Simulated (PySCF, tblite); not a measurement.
# C10H12O: geometry, infrared bands, NMR shifts, spin-spin couplings and electronic excitations

Wanted: the infrared bands, NMR shifts, spin-spin couplings and electronic excitations of C10H12O (`CCc1cc(C)ccc1C=O`), by calculation.

The runs use tblite 0.8.0 and PySCF 2.14.0, with density-fitted response routines of our own; the level of theory stands in each step. All values are computed, except where a source is named. Atoms are numbered from 0 throughout.

**1. Starting geometry**

23 atoms, charge 0, multiplicity 1; geometry from: force field or distance geometry start.

Bonds of the start (Å): C0–C1 1.51, C1–C2 1.49, C2–C3 1.37, C3–C4 1.39, C4–C5 1.48, C4–C6 1.38, C6–C7 1.38, C7–C8 1.40, C8–C9 1.46, C9–O10 1.25, C8–C2 1.38, C0–H11 1.13, C0–H12 1.12, C0–H13 1.12, C1–H14 1.10, C1–H15 1.12, C3–H16 1.10, C5–H17 1.10, C5–H18 1.10, C5–H19 1.12, C6–H20 1.09, C7–H21 1.08, C9–H22 1.09.

**2. Optimising the geometry with GFN2-xTB**

The job: settings as JSON, then the geometry in Å.

```
{"job": {"kind": "relax", "xc": "GFN2-xTB", "basis": "xTB"}, "charge": 0, "multiplicity": 1}
C     -2.603100    -0.869200    -0.287300
C     -1.518700    -0.489200    -1.264200
C     -0.367500     0.033200    -0.467800
C      0.705100    -0.811800    -0.306700
C      1.825400    -0.447800     0.422700
C      2.943300    -1.414500     0.557500
C      1.846600     0.823300     0.958200
C      0.778800     1.682600     0.798100
C     -0.357800     1.298700     0.073200
C     -1.472000     2.227600    -0.082900
O     -2.527200     2.003800    -0.714100
H     -3.634000    -0.641400    -0.690300
H     -2.540300    -1.966600    -0.091500
H     -2.414100    -0.337000     0.680800
H     -1.906400     0.211500    -2.017100
H     -1.241200    -1.447900    -1.770700
H      0.665200    -1.818500    -0.740000
H      2.647700    -2.170900     1.304600
H      3.094700    -1.964400    -0.381300
H      3.855200    -0.847800     0.867100
H      2.732100     1.098400     1.522800
H      0.838600     2.668100     1.247400
H     -1.355200     3.206400     0.391800
```

Launch:

```sh
$ OMP_NUM_THREADS=2 python probes_run.py task.json out
```

One launch serves the whole session: the jobs run in the order shown.

**Question.** This job is followed by: GFN2-xTB harmonic vibrations, gas phase; PBE0-D3(BJ)/def2-SVP geometry optimisation, gas phase; GIAO PBE0/pcSseg-1 NMR shielding, non-relativistic, gas phase; B3LYP/pcJ-1 indirect spin-spin coupling, non-relativistic, gas phase; TDDFT CAM-B3LYP/def2-SVPD, vertical, gas phase, core orbitals frozen in the response; GIAO B97-2/pcSseg-1 NMR shielding, non-relativistic, gas phase. Predict these results of the whole session: strongest single infrared mode (GFN2-xTB); zero-point energy (GFN2-xTB); point group; rotational constants (main isotopes); ¹³C shifts against TMS (PBE0/pcSseg-1); ¹H shifts against TMS (PBE0/pcSseg-1, means over atoms taken as alike); ¹⁷O shifts against H2O (PBE0/pcSseg-1); largest coupling of the table (B3LYP/pcJ-1); lowest singlet (CAM-B3LYP/def2-SVPD); brightest single state of those computed; lowest triplet; range of the shift of O10.

**Answer**, as computed:

| quantity | value |
| --- | --- |
| strongest single infrared mode (GFN2-xTB) | 1738 cm⁻¹, 409 km/mol |
| zero-point energy (GFN2-xTB) | 118.6 kcal/mol |
| point group | C1 |
| rotational constants (main isotopes) | 1.89, 0.82, 0.60 GHz |
| ¹³C shifts against TMS (PBE0/pcSseg-1) | 196.5, 155.1, 149.7, 143.7, 137.6, 134.8, 131.9, 31.4, 23.6, 17.9 ppm |
| ¹H shifts against TMS (PBE0/pcSseg-1, means over atoms taken as alike) | 9.96, 7.53, 7.31, 7.21, 3.10, 2.44, 1.18 ppm |
| ¹⁷O shifts against H2O (PBE0/pcSseg-1) | 669.6 ppm |
| largest coupling of the table (B3LYP/pcJ-1) | ¹J(C,H) C9–H22, 174.2 Hz |
| lowest singlet (CAM-B3LYP/def2-SVPD) | 3.90 eV (318 nm), f = 0.000 |
| brightest single state of those computed | state 4, 6.26 eV, f = 0.356 |
| lowest triplet | 3.39 eV |
| range of the shift of O10 | 646.6 to 669.6 ppm |

What this shows: Over 81 steps the energy fell by 0.474 eV; of the close pairs, C0–H11 changed most, 1.130 to 1.087 Å (GFN2-xTB). The lowest mode is imaginary (25i cm⁻¹), so the xTB geometry is not a minimum. The strongest single mode, at 1738 cm⁻¹, moves mainly C9 and O10. GFN2-xTB is a fitted tight-binding method: band positions and strengths are rough. Its intensities can rank the bands wrongly. The optimisation took 7 steps and gained 0.057 eV; among the close pairs (by a distance rule), C0–H11 changed most, from 1.087 to 1.101 Å (PBE0/def2-SVP). No frequency check was run at this level, so the end point may be a saddle. H22 (hydrogen on an aldehyde carbonyl carbon) lies farthest downfield among hydrogen, at 9.96 ppm; deshielded by the polar, anisotropic C=O bond. At PBE0/pcSseg-1: The largest span, 1319 ppm, is at O10, where the paramagnetic term is -737 ppm. In the run at B3LYP/pcJ-1, the largest coupling of the table is C9–H22, 174.2 Hz, of which the Fermi-contact term gives 174.1 Hz. Couplings across rotatable bonds belong to this one conformer; where others are populated, the observed values are averages. The lowest singlet, at 3.90 eV, is HOMO−2→LUMO 0.78 and is dark; of the 10 states computed, the strongest absorption comes from state 4 at 6.26 eV. The lowest triplet lies 0.51 eV below the lowest singlet (triplets in Tamm-Dancoff, singlets in full TDDFT). Across the 2 runs the shift of O10 moves most, between 646.6 (B97-2/pcSseg-1) and 669.6 ppm (PBE0/pcSseg-1).
